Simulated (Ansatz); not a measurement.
# Cl3HSi: the cost of one run

Method: RKS BHLYP-D4/def2-SVP, in Ansatz 0.2.0.

## Step 1: The system as given

Bond lengths: Si1–H2 1.660 Å, Si1–Cl3 2.330 Å, Si1–Cl4 2.128 Å, Si1–Cl5 2.128 Å. Angles: H2–Si1–Cl3 52.9°, H2–Si1–Cl4 119.6°, H2–Si1–Cl5 119.6°, Cl3–Si1–Cl4 122.4°, Cl3–Si1–Cl5 122.4°, Cl4–Si1–Cl5 109.5°.

Structure file:

```xyz
5

Si    0.0000    0.0000    0.0000
H     0.6625    0.0000    1.5220
Cl    2.2646    0.0000    0.5484
Cl   -1.0032    1.7381   -0.7093
Cl   -1.0032   -1.7381   -0.7093
```

## Step 2: Pulling towards end A

Springs on the bonds that form and break draw the guess towards this end; the thresholds are loose.

File input.yaml:

```yaml
crystal:
  periodic: [false, false, false]
  atoms:
    - { symbol: Si, position_ang: [0.0, 0.0, 0.0] }
    - { symbol: H, position_ang: [0.6625, 0.0, 1.522] }
    - { symbol: Cl, position_ang: [2.2646, 0.0, 0.5484] }
    - { symbol: Cl, position_ang: [-1.0032, 1.7381, -0.7093] }
    - { symbol: Cl, position_ang: [-1.0032, -1.7381, -0.7093] }
basis:
  gaussian: { orbitals: def2-SVP }
hamiltonian:
  xc: { name: BHLYP }
  dispersion: d4
relax:
  f_tol: 0.15
  max_steps: 25
  restrain:
    - { distance: [1, 2], at: 2.57, k: 30.0 }
    - { distance: [0, 1], at: 1.46, k: 30.0 }
    - { distance: [0, 2], at: 2.13, k: 30.0 }
```

Started as:

```sh
> ansatz run input.yaml --threads 1 --pin off --max-ram 2048MiB --backend cpu --events-out ev --progress --plain --runs-dir out
```

Q: Estimate wall time and peak memory on 1 thread of Intel Xeon Platinum 8488C (Sapphire Rapids), shared host.

About 18 s, with a peak of 0.19 GiB.
